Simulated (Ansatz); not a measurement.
# B₂H₄F₂: vertical ionisation energy

One table from this session's results is given with a row withheld; the runs are named, their logs left out.

The runs use Ansatz 0.2.0, Gaussian basis; unrestricted cation, the program's frozen cores in correlated methods.

Plan: UKS PBE-D4/def2-TZVPP; UKS r2SCAN-D4/def2-TZVPP; UKS PBE0-D4/def2-TZVPP; UKS B3LYP-D4/def2-TZVPP; UKS wB97X-V/def2-TZVPP; UKS wB97M-V/def2-TZVPP; UKS B2PLYP/def2-TZVPP; UHF-CCSD(T)/def2-TZVPP; UHF-MP2/def2-QZVPP; extrapolation to the limit; then −ε(HOMO) from the neutral's earlier runs with LDA (SPW92), PBE-D4, revPBE-D4, BLYP-D4, r2SCAN-D4, B97M-V, PBE0-D4, B3LYP-D4, r2SCANh-D4, r2SCAN0-D4, HSE06-D4, BHLYP-D4, CAM-B3LYP-D4, LC-ωPBE, ωB97X-V, ωB97M-V.

**Structure used throughout**

All runs share one geometry, relaxed beforehand with PBE0-D4 in a triple-zeta def2 set.

SMILES `[BH2-]1[F+][BH2-][F+]1`, 8 atoms, charge 0, spin multiplicity 1.

Atoms are counted from 1 here; the program's logs count them from 0.

Bond lengths: B1–F2 1.538 Å, B1–F4 1.538 Å, B1–H5 1.190 Å, B1–H6 1.190 Å, F2–B3 1.538 Å, B3–F4 1.538 Å, B3–H7 1.190 Å, B3–H8 1.190 Å. Angles: F2–B1–F4 88.1°, F2–B1–H5 110.0°, F2–B1–H6 110.0°, F4–B1–H5 110.0°, F4–B1–H6 110.0°, H5–B1–H6 123.1°, B1–F2–B3 91.9°, F2–B3–F4 88.1°, F2–B3–H7 110.0°, F2–B3–H8 110.0°, F4–B3–H7 110.0°, F4–B3–H8 110.0°, H7–B3–H8 123.1°, B1–F4–B3 91.9°.

Set-up of the first run:

in.yaml

```yaml
crystal:
  periodic: [false, false, false]
  atoms:
    - {symbol: B, position_ang: [-0.487991, 0.947259, -0.293838]}
    - {symbol: F, position_ang: [0.637273, 0.536019, 0.670614]}
    - {symbol: B, position_ang: [0.488040, -0.947230, 0.293853]}
    - {symbol: F, position_ang: [-0.636813, -0.535919, -0.671088]}
    - {symbol: H, position_ang: [-0.035961, 1.557316, -1.210261]}
    - {symbol: H, position_ang: [-1.440156, 1.308423, 0.322021]}
    - {symbol: H, position_ang: [1.440207, -1.309063, -0.321607]}
    - {symbol: H, position_ang: [0.035411, -1.556794, 1.210316]}
basis:
  gaussian: {orbitals: def2-TZVPP}
total_charge: 1
magnetization: {spin_polarized: true, initial_magnetization: 1}
hamiltonian: {xc: pbe, dispersion: d4}
```

Among the steps run: Cation, UKS PBE-D4/def2-TZVPP; Cation, UKS r2SCAN-D4/def2-TZVPP; Cation, UKS PBE0-D4/def2-TZVPP; Cation, UKS B3LYP-D4/def2-TZVPP; Cation, UKS wB97X-V/def2-TZVPP; Cation, UKS wB97M-V/def2-TZVPP; Cation, UKS B2PLYP (frozen core)/def2-TZVPP; Cation, UHF-CCSD(T)/def2-TZVPP; Cation, UHF-MP2/def2-QZVPP.

One table of the session follows, with a row left open; its other results are not shown here.

For comparison, −ε(HOMO) of the neutral from earlier runs:

```
  functional  −ε(HOMO) (eV)
 LDA (SPW92)           7.62
      PBE-D4           7.59
   revPBE-D4           7.56
     BLYP-D4           7.57
   r2SCAN-D4           7.95
      B97M-V           8.08
     PBE0-D4           9.15
    B3LYP-D4           8.98
  r2SCANh-D4           8.53
  r2SCAN0-D4           9.40
    HSE06-D4           8.74
    BHLYP-D4          10.72
CAM-B3LYP-D4          10.68
     LC-ωPBE          12.01
     ωB97X-V          11.68
     ωB97M-V              ?
```

**Question.** Estimate the row for ωB97M-V.

The run gave: −ε(HOMO) (eV): 11.54. In the column «−ε(HOMO) (eV)» it lies between BHLYP-D4 (10.72) and ωB97X-V (11.68).
